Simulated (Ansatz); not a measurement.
# ZnO: the cost of one run

Method: DFT r2SCAN, scalar-relativistic, plane waves, PAW, in Ansatz 0.2.0.

1 further run of the same task is left out (set aside as unsound or not needed). Runs told in other sessions of the task aren't counted.

### Step 1. The starting structure

It takes space group P6_3mc (No. 186, hexagonal). Conventional cell: a = 3.235 Å, b = 3.235 Å, c = 5.211 Å, α = 90.00°, β = 90.00°, γ = 120.00°. Zn (site symmetry 3m) has 4 O at 1.97 to 1.98 Å in its first shell of neighbours. O (site symmetry 3m) has 4 Zn at 1.97 to 1.98 Å in its first shell of neighbours.

As a file:

```cif
data_structure
_symmetry_space_group_name_H-M 'P6_3mc'
_symmetry_Int_Tables_number 186
_cell_length_a 3.2352
_cell_length_b 3.2352
_cell_length_c 5.2114
_cell_angle_alpha 90.000
_cell_angle_beta 90.000
_cell_angle_gamma 120.000
_cell_volume 47.24
loop_
_atom_site_label
_atom_site_type_symbol
_atom_site_symmetry_multiplicity
_atom_site_Wyckoff_symbol
_atom_site_fract_x
_atom_site_fract_y
_atom_site_fract_z
_atom_site_occupancy
Zn1 Zn 2 b 0.33333 0.66667 0.00124 1
O1 O 2 b 0.33333 0.66667 0.38086 1
```

It is the result of an earlier relaxation at this level (volume 11.81 Å³/atom; gap on the mesh: 1.24 eV).

### Step 2. Zero of the scan

Contents of input.yaml:

```yaml
crystal:
  lattice:
    - [3.2352006, 0.0, 0.0]
    - [-1.6176003, 2.8017659059, 0.0]
    - [0.0, 0.0, 5.2114160454]
  atoms:
    - { symbol: Zn, position: [0.3333333333, 0.6666666667, 0.0012360745] }
    - { symbol: Zn, position: [0.6666666667, 0.3333333333, 0.5012360745] }
    - { symbol: O, position: [0.3333333333, 0.6666666667, 0.3808639255] }
    - { symbol: O, position: [0.6666666667, 0.3333333333, 0.8808639255] }
basis:
  ecutwfc: 500
kpoints:
  mp_grid: { grid: [12, 12, 6] }
hamiltonian:
  xc: r2scan
scf:
  occupations: { method: gaussian, width: 0.05 }
output:
  forces: true
  stress: true
  eigenvalues: true
  write_density: true
  write_potential: true
  elf: true
  volumetric_format: npy
```

Run with:

```
$ ansatz run input.yaml --threads 1 --pin off --max-ram 2560MiB --backend cpu --events-out ev --progress --plain --runs-dir out
```

What time and memory should one allow on 1 thread of Intel Xeon at 2.50GHz (Skylake/Cascade Lake), shared host?

About 42 s, with a peak of 0.5 GiB.
